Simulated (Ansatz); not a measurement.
# MoHO (quartet): the correlation ladder, def2-QZVPP

An exercise on one series of results from a longer session: the logs are not shown, and one member is left open.

Program: Ansatz 0.2.0, Gaussian basis. Level of theory: def2-QZVPP, core rule «outside noble gas», up to 5 orbitals frozen. These are calculated values, not measurements.

To be run: UHF; ROHF; CCSD(T) on UHF.

2 further runs of the same task are left out: 2 set aside as unsound or not needed. Runs told in other sessions of the task aren't counted.

## What is computed

The geometry is a PBE0/def2-TZVP stationary point (not a proven minimum) of the parent state, kept for this charge and spin. No spin-orbit coupling is included. Elements past krypton take def2 core potentials.

3 atoms, charge 0, spin multiplicity 4.

Atoms are counted from 1 here; the program's logs count them from 0.

Bond lengths: Mo1–O2 1.645 Å, Mo1–H3 1.722 Å. Angles: O2–Mo1–H3 112.1°.

The first run:

Contents of in.yaml:

```yaml
crystal:
  periodic: [false, false, false]
  atoms:
    - {symbol: Mo, position_ang: [0.000000, -0.033589, 0.225249]}
    - {symbol: O, position_ang: [0.000000, 0.106921, -1.414198]}
    - {symbol: H, position_ang: [0.000000, 1.499931, 1.007894]}
basis:
  gaussian: {orbitals: "def2-QZVPP.json"}
magnetization: {spin_polarized: true, initial_magnetization: 3}
hamiltonian: {xc: hf}
output: {orbitals: {seedname: orbitals}}
```

Run with:

```bash
> ansatz run in.yaml --threads 1 --pin off --events-out ev --progress --plain --max-ram 4096MiB --backend cpu
```

Steps of the session up to this table: UHF; ROHF; CCSD(T) on UHF.

One table of the session follows, with a row left open; its other results are not shown here.

```
  method  from UCCSD(T) (kJ/mol)
    ROHF                 +1251.9
     UHF                       ?
    UMP2                   +56.7
   UCCSD                   +73.4
UCCSD(T)                       0
```

Estimate the missing values for UHF.

The run gave: from UCCSD(T) (kJ/mol): +1220.2. In the column «from UCCSD(T) (kJ/mol)» it lies between UCCSD (+73.4) and ROHF (+1251.9).
